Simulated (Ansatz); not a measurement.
# CH6FNOZr: one species, many methods

The task here is to estimate one member of a computed series from the others.

Method: functionals in def2-TZVPP, the program's frozen cores in correlated methods; program: Ansatz 0.2.0, Gaussian basis.

Levels to be run: LDA (SPW92), PBE-D4, revPBE-D4, BLYP-D4, r2SCAN-D4, B97M-V, PBE0-D4, B3LYP-D4, r2SCANh-D4, r2SCAN0-D4, HSE06-D4, BHLYP-D4, CAM-B3LYP-D4, LC-ωPBE, ωB97X-V, ωB97M-V, B2PLYP, PBE-QIDH; CCSD(T)/def2-SVP; CCSD(T)/def2-TZVPP; MP2/def2-QZVPP; extrapolation to the limit; RPA on PBE.

## Structure used throughout

All runs share one geometry, relaxed beforehand with PBE0-D4 in a triple-zeta def2 set. Zr takes the def2 core potential; no spin-orbit term is included.

SMILES `[CH3][Zr]([NH2])([OH])[F]`, 11 atoms, charge 0, spin multiplicity 1.

Atoms are counted from 1 here; the program's logs count them from 0.

Bond lengths: C1–Zr2 2.230 Å, C1–H6 1.095 Å, C1–H7 1.096 Å, C1–H8 1.097 Å, Zr2–N3 2.027 Å, Zr2–O4 1.919 Å, Zr2–F5 1.919 Å, N3–H9 1.012 Å, N3–H10 1.011 Å, O4–H11 0.953 Å. Angles: Zr2–C1–H6 111.9°, Zr2–C1–H7 111.3°, Zr2–C1–H8 110.6°, H6–C1–H7 107.6°, H6–C1–H8 107.7°, H7–C1–H8 107.6°, C1–Zr2–N3 105.4°, C1–Zr2–O4 105.8°, C1–Zr2–F5 105.1°, N3–Zr2–O4 109.5°, N3–Zr2–F5 111.1°, O4–Zr2–F5 118.8°, Zr2–N3–H9 125.0°, Zr2–N3–H10 126.3°, H9–N3–H10 108.5°, Zr2–O4–H11 162.6°.

Set-up of the first run:

in.yaml reads:

```yaml
crystal:
  periodic: [false, false, false]
  atoms:
    - {symbol: C, position_ang: [0.645832, 0.931848, 1.283499]}
    - {symbol: Zr, position_ang: [-0.574700, -0.396804, -0.026912]}
    - {symbol: N, position_ang: [-0.276477, 0.286077, -1.912316]}
    - {symbol: O, position_ang: [0.187348, -2.148917, 0.148394]}
    - {symbol: F, position_ang: [-2.389808, -0.118633, 0.529148]}
    - {symbol: H, position_ang: [1.709840, 0.890050, 1.028907]}
    - {symbol: H, position_ang: [0.326274, 1.976697, 1.198134]}
    - {symbol: H, position_ang: [0.542393, 0.638153, 2.335287]}
    - {symbol: H, position_ang: [-0.782999, 1.050055, -2.340430]}
    - {symbol: H, position_ang: [0.361283, -0.099405, -2.595160]}
    - {symbol: H, position_ang: [0.316314, -3.066019, 0.372048]}
basis:
  gaussian: {orbitals: def2-TZVPP}
hamiltonian: {xc: lda}
output: {orbitals: {seedname: orbitals}}
```

Among the steps run: LDA; PBE-D4 (GGA); revPBE-D4 (GGA); BLYP-D4 (GGA); r2SCAN-D4 (meta-GGA); B97M-V (meta-GGA); PBE0-D4 (hybrid); B3LYP-D4 (hybrid); r2SCANh-D4 (hybrid); r2SCAN0-D4 (hybrid); HSE06-D4 (hybrid); BHLYP-D4 (hybrid); CAM-B3LYP-D4 (range-separated); LC-ωPBE-D4 (range-separated; the results give it without D4); ωB97X-V (range-separated); ωB97M-V (range-separated); B2PLYP (double hybrid); PBE-QIDH (double hybrid).

One table of the session follows, with a row left open; its other results are not shown here.

It belongs to the step «Frontier levels by functional». 

| functional | HOMO (eV) | gap (eV) |
| --- | --- | --- |
| LDA (SPW92) | -6.09 | 4.60 |
| PBE-D4 | ? | ? |
| revPBE-D4 | -5.85 | 4.71 |
| BLYP-D4 | -5.80 | 4.65 |
| r2SCAN-D4 | -6.19 | 5.20 |
| B97M-V | -6.25 | 5.28 |
| PBE0-D4 | -7.26 | 6.97 |
| B3LYP-D4 | -7.03 | 6.46 |
| r2SCANh-D4 | -6.69 | 6.05 |
| r2SCAN0-D4 | -7.45 | 7.33 |
| HSE06-D4 | -6.86 | 6.19 |
| BHLYP-D4 | -8.50 | 8.70 |
| CAM-B3LYP-D4 | -8.67 | 9.01 |
| LC-ωPBE | -10.06 | 11.42 |
| ωB97X-V | -9.69 | 10.92 |
| ωB97M-V | -9.57 | 10.25 |

Estimate the missing values for PBE-D4.

As computed: HOMO (eV): -5.92; gap (eV): 4.68. In the column «HOMO (eV)» it lies between LDA (SPW92) (-6.09) and revPBE-D4 (-5.85).
